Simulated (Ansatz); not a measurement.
# IrRu: the cost of one run

Program: Ansatz 0.2.0. Level of theory: DFT, r2SCAN, PAW with Ansatz's default frozen-core files, scalar-relativistic. These are calculated values, not measurements.

## Step 1: Starting point

Symmetry: P-6m2, No. 187, hexagonal system. The conventional cell has a = 2.725 Å, b = 2.725 Å, c = 4.331 Å, α = 90.00°, β = 90.00°, γ = 120.00°. Ru (site symmetry -6m2) is surrounded by 6 Ir at 2.68 Å and 6 Ru at 2.72 Å. Around Ir (site symmetry -6m2) lie 6 Ru at 2.68 Å and 6 Ir at 2.72 Å.

Coordinates:

```
Ru Ir
1.0
     2.72491    0.00000    0.00000
    -1.36246    2.35984    0.00000
     0.00000    0.00000    4.33070
Ru Ir
1 1
Direct
  0.66667 0.33333 0.00000
  0.00000 0.00000 0.50000
```

Atoms are numbered in the order of the input: Ru1, Ir2.

## Step 2: Free moments from the typed start, PAW

input.yaml reads:

```yaml
crystal:
  lattice:
    - [2.724911084, 0.0, 0.0]
    - [-1.362455542, 2.3598422218, 0.0]
    - [0.0, 0.0, 4.3306976446]
  atoms:
    - { symbol: Ru, position: [0.6666666667, 0.3333333333, 0.0], spin: 1.5 }
    - { symbol: Ir, position: [0.0, 0.0, 0.5], spin: 0.8 }
magnetization:
  spin_polarized: true
kpoints:
  mp_grid: { grid: [12, 12, 7] }
scf:
  occupations: { method: fermi_dirac, width: 0.1 }
  lower_state_search: "off"
hamiltonian:
  xc: r2scan
  pseudopotentials: { kind: paw }
output:
  forces: true
  stress: true
  eigenvalues: true
  populations: true
  dos: { projected: true, de: 0.1, e_range: [-8, 5] }
  write_density: true
  write_potential: true
  elf: true
  volumetric_format: npy
```

On the command line:

```
$ ansatz run input.yaml --threads 1 --pin off --max-ram 3072MiB --backend cpu --events-out ev --progress --plain --runs-dir out
```

**Question.** How long does this run take on 1 thread of Arm Neoverse V2, shared host, and how much memory does it need?

About 50 s, with a peak of 0.45 GiB.
